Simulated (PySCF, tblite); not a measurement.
**C7H11Cl: geometry, infrared bands and NMR shifts**

Aim: predict the infrared bands and NMR shifts of C7H11Cl (`ClC[C@@H]1C[C@@H]2C[C@@H]2C1`).

Computed with tblite 0.8.0 and PySCF 2.14.0, with density-fitted response routines of our own, on a single molecule in the gas phase. Atoms count from 0, in the outputs and in this text.

## 1. Starting geometry

19 atoms, charge 0, multiplicity 1; geometry from: force field or distance geometry start.

Bonds of the start (Å): Cl0–C1 1.78, C1–C2 1.51, C2–C3 1.56, C3–C4 1.51, C4–C5 1.50, C5–C6 1.50, C6–C7 1.51, C7–C2 1.54, C6–C4 1.49, C1–H8 1.09, C1–H9 1.11, C2–H10 1.10, C3–H11 1.09, C3–H12 1.09, C4–H13 1.08, C5–H14 1.08, C5–H15 1.09, C6–H16 1.08, C7–H17 1.10, C7–H18 1.09.

## 2. Geometry optimisation with GFN2-xTB

The job: settings as JSON, then the geometry in Å.

```
{"job": {"kind": "relax", "xc": "GFN2-xTB", "basis": "xTB"}, "charge": 0, "multiplicity": 1}
Cl     3.101800     0.442300    -1.620400
C      2.264500     0.226700    -0.067400
C      0.901000    -0.402400    -0.234900
C     -0.098900     0.490100    -1.035800
C     -1.450900     0.039400    -0.534500
C     -2.072100     0.618900     0.698900
C     -1.271500    -0.652200     0.768600
C      0.196300    -0.645000     1.116200
H      2.212700     1.199400     0.426400
H      2.901500    -0.422400     0.562200
H      0.979500    -1.365800    -0.758200
H      0.002700     0.322800    -2.104000
H      0.046300     1.549500    -0.808500
H     -2.070700    -0.416600    -1.298700
H     -3.147400     0.559100     0.811400
H     -1.646300     1.525700     1.134000
H     -1.771800    -1.595900     0.938100
H      0.504900    -1.610100     1.544500
H      0.408600     0.145800     1.842900
```

Started as:

```sh
$ OMP_NUM_THREADS=1 python probes_run.py task.json out
```

The driver reads the jobs from task.json and runs them one after another.

**Question.** This job is followed by: GFN2-xTB harmonic vibrations, gas phase; GIAO PBE0/pcSseg-1 NMR shielding, non-relativistic, gas phase. What will the session give for the following? strongest single infrared mode (GFN2-xTB); zero-point energy (GFN2-xTB); 13C shifts against TMS (PBE0/pcSseg-1, means over atoms taken as alike); 1H shifts against TMS (PBE0/pcSseg-1, means over atoms taken as alike); 35Cl shifts against HCl (PBE0/pcSseg-1); surface potential, 1st and 99th percentile.

The runs gave:

| quantity | value |
| --- | --- |
| strongest single infrared mode (GFN2-xTB) | 3097 cm⁻¹, 78 km/mol |
| zero-point energy (GFN2-xTB) | 102.3 kcal/mol |
| 13C shifts against TMS (PBE0/pcSseg-1, means over atoms taken as alike) | 56.1, 55.2, 40.3, 25.3, 22.9 ppm |
| 1H shifts against TMS (PBE0/pcSseg-1, means over atoms taken as alike) | 3.27, 2.75, 2.38, 1.39, 0.99, 0.88, -0.30 ppm |
| 35Cl shifts against HCl (PBE0/pcSseg-1) | 92 ppm |
| surface potential, 1st and 99th percentile | -0.81 V and 0.91 V |

What this shows: The optimisation took 59 steps and gained 0.116 eV; among the close pairs (by a distance rule), C2–C3 changed most, from 1.561 to 1.540 Å. No mode is imaginary among the 51: a minimum at this level. The strongest single mode, at 3097 cm⁻¹, is carried by H14, H15, H13, H16. GFN2-xTB is a fitted tight-binding method: band positions and strengths are rough. Its intensities can rank the bands wrongly. The most deshielded hydrogen is H8, H9 (mean) (hydrogen on an sp3 CH2 bonded to Cl), at 3.27 ppm: its carbon carries Cl, an electronegative neighbour. At PBE0/pcSseg-1: The largest span, 389 ppm, is at Cl0, where the paramagnetic term is -287 ppm.
